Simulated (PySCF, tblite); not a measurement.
# C7H15P: geometry, infrared bands and NMR shifts

Wanted: the infrared bands and NMR shifts of C7H15P (`C[C@@H]1CCP(C)[C@H]1C`), by calculation.

Programs: tblite 0.8.0 and PySCF 2.14.0, with density-fitted response routines of our own. Each step states its level of theory. These are calculated values for one molecule in the gas phase, unless marked as measured. Atoms are numbered from 0 throughout.

### Step 1. Starting geometry

23 atoms, charge 0, multiplicity 1; geometry from: force field or distance geometry start.

Bonds of the start (Å): C0–C1 1.52, C1–C2 1.55, C2–C3 1.53, C3–P4 1.86, P4–C5 1.83, P4–C6 1.88, C6–C7 1.52, C6–C1 1.55, C0–H8 1.10, C0–H9 1.10, C0–H10 1.10, C1–H11 1.09, C2–H12 1.10, C2–H13 1.10, C3–H14 1.09, C3–H15 1.10, C5–H16 1.10, C5–H17 1.10, C5–H18 1.10, C6–H19 1.11, C7–H20 1.10, C7–H21 1.10, C7–H22 1.10.

### Step 2. Relaxing the molecule with GFN2-xTB

What the job is given:

```
{"job": {"kind": "relax", "xc": "GFN2-xTB", "basis": "xTB"}, "charge": 0, "multiplicity": 1}
C     -2.262100    -0.641200     0.237000
C     -0.971900    -0.310900    -0.495200
C     -0.016100    -1.529300    -0.495200
C      1.284200    -1.042500    -1.128200
P      1.583700     0.652800    -0.428000
C      2.412500     0.209600     1.141000
C     -0.186300     0.836800     0.187000
C     -0.737800     2.215500    -0.143200
H     -2.774400    -1.483700    -0.241800
H     -2.095300    -0.907800     1.288800
H     -2.955700     0.215500     0.218200
H     -1.211400    -0.049800    -1.522200
H      0.138600    -1.893200     0.531400
H     -0.442300    -2.355800    -1.080200
H      1.169400    -0.958800    -2.204300
H      2.107200    -1.736500    -0.901200
H      2.478100     1.089600     1.799500
H      1.890100    -0.587300     1.683800
H      3.436700    -0.130200     0.952000
H     -0.184600     0.704700     1.285600
H     -1.770700     2.326200     0.229900
H     -0.762000     2.392400    -1.227300
H     -0.134500     3.010900     0.322700
```

The run is started by

```
$ OMP_NUM_THREADS=1 python probes_run.py task.json out
```

The driver reads the jobs from task.json and runs them one after another.

**Question.** This job is followed by: GFN2-xTB harmonic vibrations, gas phase; GIAO PBE0/pcSseg-1 NMR shielding, non-relativistic, gas phase. Predict these results of the whole session: strongest single infrared mode (GFN2-xTB); zero-point energy (GFN2-xTB); 13C shifts against TMS (PBE0/pcSseg-1); 1H shifts against TMS (PBE0/pcSseg-1, means over atoms taken as alike); 31P shifts against H3PO4 (PBE0/pcSseg-1); surface potential, 1st and 99th percentile.

**Answer**, as computed:

| quantity | value |
| --- | --- |
| strongest single infrared mode (GFN2-xTB) | 2966 cm⁻¹, 82 km/mol |
| zero-point energy (GFN2-xTB) | 127.8 kcal/mol |
| 13C shifts against TMS (PBE0/pcSseg-1) | 51.5, 49.5, 40.6, 29.3, 20.9, 20.9, 16.4 ppm |
| 1H shifts against TMS (PBE0/pcSseg-1, means over atoms taken as alike) | 2.00, 1.73, 1.64, 1.28, 1.27, 1.25, 1.16, 1.01, 0.90 ppm |
| 31P shifts against H3PO4 (PBE0/pcSseg-1) | -23.8 ppm |
| surface potential, 1st and 99th percentile | -1.27 V and 0.65 V |

In words: The optimisation took 52 steps and gained 0.080 eV; among the close pairs (by a distance rule), P4–C5 changed most, from 1.829 to 1.855 Å. All 63 modes are real, so the xTB geometry is a minimum. The strongest single mode, at 2966 cm⁻¹, has its largest shares on H12, H13 and H14 (the list is cut at 3 atoms). Unscaled tight-binding wavenumbers are off by several per cent, some by more. Its intensities can rank the bands wrongly. At PBE0/pcSseg-1: The widest tensor belongs to P4: span 212 ppm, with a paramagnetic part of -625 ppm.
